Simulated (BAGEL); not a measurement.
# Si2NH5O (SMILES N1[SiH2]O[SiH2]1): B3LYP/6-31G(d) (density fitting with qzvpp-jkfit, spherical functions)

Aim: the energy change on altering one bond length of Si2NH5O at B3LYP/6-31G* (density fitting with qzvpp-jkfit, spherical functions), from 2 runs. 

The results are computed with BAGEL 1.2.2.

16 further runs of the same task are left out: 16 set aside as unsound or not needed.

## 1. The structure to begin with

Si2NH5O: 9 atoms, total charge 0, spin state singlet. SMILES: `N1[SiH2]O[SiH2]1`. The coordinates come from a GFN2-xTB relaxation.

Bond lengths: N1–Si2 1.742 Å, Si2–O3 1.663 Å, N1–Si4 1.743 Å, O3–Si4 1.663 Å, N1–H5 1.003 Å, Si2–H6 1.452 Å, Si2–H7 1.454 Å, Si4–H8 1.453 Å, Si4–H9 1.452 Å. Some angles: N1–Si2–O3 85.7°, Si2–N1–Si4 91.4°, Si2–O3–Si4 97.2°, N1–Si4–O3 85.7°, N1–Si2–H6 114.5°, N1–Si2–H7 114.5°, O3–Si2–H6 110.3°, O3–Si2–H7 110.2°, Si2–N1–H5 134.2°, Si4–N1–H5 134.4°.

## 2. A single-point energy at B3LYP/6-31G(d) (density fitting with qzvpp-jkfit, spherical functions)

File job.json:

```json
{ "bagel": [

{
  "title": "molecule",
  "basis": "6-31gs.json",
  "df_basis": "qzvpp-jkfit",
  "angstrom": true,
  "geometry": [
    { "atom": "N", "xyz": [   -0.733740,    0.378460,   -0.561130 ] },
    { "atom": "Si", "xyz": [    0.954270,    0.754990,   -0.350250 ] },
    { "atom": "O", "xyz": [    0.966010,   -0.491250,    0.750680 ] },
    { "atom": "Si", "xyz": [   -0.634030,   -0.918540,    0.598540 ] },
    { "atom": "H", "xyz": [   -1.468020,    0.754270,   -1.131390 ] },
    { "atom": "H", "xyz": [    1.211230,    2.018980,    0.317440 ] },
    { "atom": "H", "xyz": [    1.791800,    0.423750,   -1.491200 ] },
    { "atom": "H", "xyz": [   -0.745980,   -2.248940,    0.024760 ] },
    { "atom": "H", "xyz": [   -1.341540,   -0.671720,    1.842540 ] }
  ]
},
{ "title": "ks", "xc_func": "b3lyp" },
{ "title": "print", "file": "orbitals.molden", "orbitals": true }

]}
```

The basis set 6-31G* is read from a file made from the Basis Set Exchange's data (not shown).

Launch:

```sh
$ BAGEL_NUM_THREADS=1 BAGEL job.json > job.out
```

The log of the run:

```text
* using 1 threads per process

  ===============================================================
  ===============================================================

  *** Geometry ***

  { "atom" : "N", "xyz" : [     -1.386568,      0.715186,     -1.060382 ] },
  { "atom" : "Si", "xyz" : [      1.803309,      1.426724,     -0.661877 ] },
  { "atom" : "O", "xyz" : [      1.825494,     -0.928328,      1.418580 ] },
  { "atom" : "Si", "xyz" : [     -1.198143,     -1.735789,      1.131077 ] },
  { "atom" : "H", "xyz" : [     -2.774156,      1.425364,     -2.138017 ] },
  { "atom" : "H", "xyz" : [      2.288893,      3.815319,      0.599875 ] },
  { "atom" : "H", "xyz" : [      3.386011,      0.800771,     -2.817960 ] },
  { "atom" : "H", "xyz" : [     -1.409698,     -4.249881,      0.046790 ] },
  { "atom" : "H", "xyz" : [     -2.535143,     -1.269367,      3.481896 ] },

  Number of auxiliary basis functions:      500

  Since a DF basis is specified, we compute 2- and 3-index integrals:
    o Being stored without compression. Storage requirement is 0.022 GB

  Number of basis functions:       74
  Number of electrons      :       48

    * METHOD: MOLECULE                             0.21

  *** Kohn-Sham DFT ***

    * Removing 17327 points whose weight is below 1.00e-10
    * Grid points: 116827

  === Nuclear Repulsion ===
   238.5595041495

       - DIIS with orbital gradients will be used.

  === KS iteration (b3lyp / 6-31gs.json) ===
      0       -681.11368245          0.14831581           0.29
      1       -679.21313907          0.09986561           0.26
      2       -682.54640588          0.17426493           0.25
      3       -697.03097522          0.15155596           0.25
      4       -699.05106960          0.15057305           0.26
      5       -698.45806916          0.15223871           0.25
      6       -698.78103781          0.15165190           0.25
      7       -679.57187003          0.11200304           0.25
      8       -707.82039418          0.09802268           0.25
      9       -708.78396393          0.08542067           0.26
     10       -708.79741540          0.08726614           0.28
     11       -709.16353165          0.08107742           0.29
     12       -710.05327975          0.06774068           0.29
     13       -711.97706246          0.01286917           0.29
     14       -712.04850680          0.00262524           0.29
     15       -712.05112869          0.00062160           0.27
     16       -712.05127113          0.00015610           0.27
     17       -712.05127985          0.00005069           0.27
     18       -712.05128072          0.00001472           0.26
     19       -712.05128081          0.00000096           0.25
     20       -712.05128081          0.00000055           0.26
     21       -712.05128081          0.00000009           0.25
     22       -712.05128081          0.00000003           0.25
     23       -712.05128081          0.00000001           0.25
     24       -712.05128081          0.00000001           0.25
    * SCF iteration converged.

    * Permanent dipole moment:
           (    0.592797,    -0.301429,     0.461185) a.u.

    * METHOD: KS                                   7.07

    * METHOD: PRINT                                0.01

  ===============================================================
```

Run time: 7.5 s. Hardware: 1 thread of AMD EPYC 9R45 (Zen 5), shared host; peak memory 0.43 GiB.

## 3. The distorted shape

File calc.json:

```json
{ "bagel" : [

{
  "title" : "molecule",
  "basis" : "6-31gs.json",
  "df_basis" : "qzvpp-jkfit",
  "angstrom" : true,
  "geometry" : [
    { "atom" : "N", "xyz" : [   -0.513480,    0.265729,   -0.390071 ] },
    { "atom" : "Si", "xyz" : [    1.174530,    0.642259,   -0.179191 ] },
    { "atom" : "O", "xyz" : [    1.186270,   -0.603981,    0.921739 ] },
    { "atom" : "Si", "xyz" : [   -0.413770,   -1.031271,    0.769599 ] },
    { "atom" : "H", "xyz" : [   -1.468020,    0.754270,   -1.131390 ] },
    { "atom" : "H", "xyz" : [    1.431490,    1.906249,    0.488499 ] },
    { "atom" : "H", "xyz" : [    2.012060,    0.311019,   -1.320141 ] },
    { "atom" : "H", "xyz" : [   -0.525720,   -2.361671,    0.195819 ] },
    { "atom" : "H", "xyz" : [   -1.121280,   -0.784451,    2.013599 ] }
  ]
},
{ "title" : "ks", "xc_func" : "b3lyp", "charge" : 0 },
{ "title" : "print", "file" : "orbitals.molden", "orbitals" : true }

]}
```

The basis set 6-31G* is read from a file made from the Basis Set Exchange's data (not shown).

Launch:

```sh
$ BAGEL_NUM_THREADS=1 BAGEL calc.json > calc.out
```

The log of the run:

```text
* using 1 threads per process

  ===============================================================
  ===============================================================

  *** Geometry ***

  { "atom" : "N", "xyz" : [     -0.970337,      0.502155,     -0.737127 ] },
  { "atom" : "Si", "xyz" : [      2.219540,      1.213694,     -0.338622 ] },
  { "atom" : "O", "xyz" : [      2.241725,     -1.141359,      1.741834 ] },
  { "atom" : "Si", "xyz" : [     -0.781912,     -1.948820,      1.454331 ] },
  { "atom" : "H", "xyz" : [     -2.774156,      1.425364,     -2.138017 ] },
  { "atom" : "H", "xyz" : [      2.705124,      3.602289,      0.923129 ] },
  { "atom" : "H", "xyz" : [      3.802242,      0.587741,     -2.494705 ] },
  { "atom" : "H", "xyz" : [     -0.993467,     -4.462911,      0.370044 ] },
  { "atom" : "H", "xyz" : [     -2.118912,     -1.482398,      3.805151 ] },

  Number of auxiliary basis functions:      500

  Since a DF basis is specified, we compute 2- and 3-index integrals:
    o Being stored without compression. Storage requirement is 0.022 GB

  Number of basis functions:       74
  Number of electrons      :       48

    * METHOD: MOLECULE                             0.21

  *** Kohn-Sham DFT ***

    * Removing 16976 points whose weight is below 1.00e-10
    * Grid points: 117178

  === Nuclear Repulsion ===
   237.0107815420

       - DIIS with orbital gradients will be used.

  === KS iteration (b3lyp / 6-31gs.json) ===
      0       -681.08516908          0.14724886           0.28
      1       -679.17506928          0.09800139           0.26
      2       -682.22459047          0.17197564           0.26
      3       -696.39682810          0.15150461           0.26
      4       -698.36362373          0.15132680           0.26
      5       -697.63022959          0.15292705           0.26
      6       -698.17249152          0.15212034           0.26
      7       -679.23146571          0.10547432           0.27
      8       -706.76721198          0.10826665           0.28
      9       -705.92072167          0.11654619           0.28
     10       -702.78637163          0.14039686           0.27
     11       -702.93538588          0.13975106           0.28
     12       -705.46116211          0.12271619           0.27
     13       -701.41526218          0.11326423           0.27
     14       -710.26570179          0.06335071           0.26
     15       -711.70844634          0.02596400           0.26
     16       -711.96810699          0.01016542           0.25
     17       -712.00434039          0.00401555           0.25
     18       -712.00986717          0.00115225           0.26
     19       -712.01038138          0.00021587           0.26
     20       -712.01040039          0.00001973           0.26
     21       -712.01040059          0.00000236           0.26
     22       -712.01040060          0.00000109           0.26
     23       -712.01040060          0.00000019           0.26
     24       -712.01040060          0.00000009           0.26
     25       -712.01040060          0.00000005           0.25
     26       -712.01040060          0.00000000           0.25
    * SCF iteration converged.

    * Permanent dipole moment:
           (    0.575640,    -0.292637,     0.448150) a.u.

    * METHOD: KS                                   7.63

    * METHOD: PRINT                                0.01

  ===============================================================
```

Wall time 8.1 s (1 thread of AMD EPYC 9R45 (Zen 5), shared host); peak memory 0.43 GiB.

## 4. Summary of results

At B3LYP/6-31G* (density fitting with qzvpp-jkfit, spherical functions):

| quantity | value |
| --- | --- |
| first shape: total energy | -712.05128 Eh |
| first shape: dipole moment | 2.06 D |
| first shape: HOMO energy | -6.87 eV |
| first shape: LUMO energy | -0.39 eV |
| first shape: HOMO–LUMO gap | 6.48 eV |
| distorted shape: total energy | -712.01040 Eh |
| distorted shape: dipole moment | 2.00 D |
| distorted shape: HOMO energy | -6.76 eV |
| distorted shape: LUMO energy | -0.32 eV |
| distorted shape: HOMO–LUMO gap | 6.44 eV |
| energy change with the N1–H5 bond stretched from 1.003 to 1.304 Å | 1.112 eV |

What this shows: With the N1–H5 bond stretched from 1.003 to 1.304 Å the energy rises by 1.11 eV (26 kcal/mol). The first shape isn't relaxed at this level, so the change isn't measured from a minimum.
